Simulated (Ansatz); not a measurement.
**LiSe+ (singlet): wave-function methods side by side at distance Se1–Li2 = 6.970 Å, cc-pVDZ**

The task here is to estimate one member of a computed series from the others.

The runs use Ansatz 0.2.0, Gaussian basis; cc-pVDZ, core rule «outside noble gas», up to 15 orbitals frozen.

To be run: UHF; CCSD(T) on RHF; CCSD(T) on UHF; BCCD(T) on RHF; CCSDT(Q) on UHF; CCSDTQ on RHF; Full CI.

67 further runs of the same task are left out: 49 for a known fault of the program, 11 that didn't finish, 7 set aside as unsound or not needed.

**The system**

The geometry derives from a PBE0/def2-TZVP stationary point (not a proven minimum). One bond is set to the value named and the two fragments are kept rigid. No spin-orbit coupling is included. The filled d shell of Se may be among the frozen orbitals whatever the setting's name suggests; the logs give the count.

2 atoms, charge 1, spin multiplicity 1.

Atoms are counted from 1 here; the program's logs count them from 0.

No contacts short enough for the rule that draws bonds.

Set-up of the first run:

in.yaml reads:

```yaml
crystal:
  periodic: [false, false, false]
  atoms:
    - {symbol: Se, position_ang: [0.000000, 0.000000, 0.000000]}
    - {symbol: Li, position_ang: [0.000000, 0.000000, 6.970000]}
basis:
  gaussian: {orbitals: cc-pVDZ}
total_charge: 1
magnetization: {spin_polarized: true, initial_magnetization: 0}
hamiltonian: {xc: hf}
output: {orbitals: {seedname: orbitals}}
```

On the command line:

```console
> ansatz run in.yaml --threads 1 --pin off --events-out ev --progress --plain --max-ram 2393MiB
```

Steps of the session up to this table: UHF; CCSD(T) on RHF; CCSD(T) on UHF; BCCD(T) on RHF; CCSDT(Q) on UHF; CCSDTQ on RHF; Full CI.

One of the session's tables, all rows but one given; the rest of the session is left out.

| method | from FCI (kJ/mol) |
| --- | --- |
| RHF | +315.0 |
| RMP2 | +97.6 |
| RCCSD | ? |
| RCCSD(T) | +10.6 |
| BCCD(T) | +11.0 |
| RCCSDTQ | 0.0 |
| FCI | 0 |

Estimate the missing values for RCCSD.

The run gave: from FCI (kJ/mol): +22.5. In the column «from FCI (kJ/mol)» it lies between BCCD(T) (+11.0) and RMP2 (+97.6).

Left out of the table: UHF, UMP2, UCCSD, UCCSD(T), UCCSDT, UCCSDT(Q) (another determinant or state than the rows shown).

The program flags RCCSDTQ as in doubt (see the logs), so those rows may rest on another solution; read them beside their warnings.

Caveats from the session: The report flags that the cluster equations may have other roots. The program flags RCCSDTQ as in doubt, so those rows may rest on another solution; read them beside their warnings.
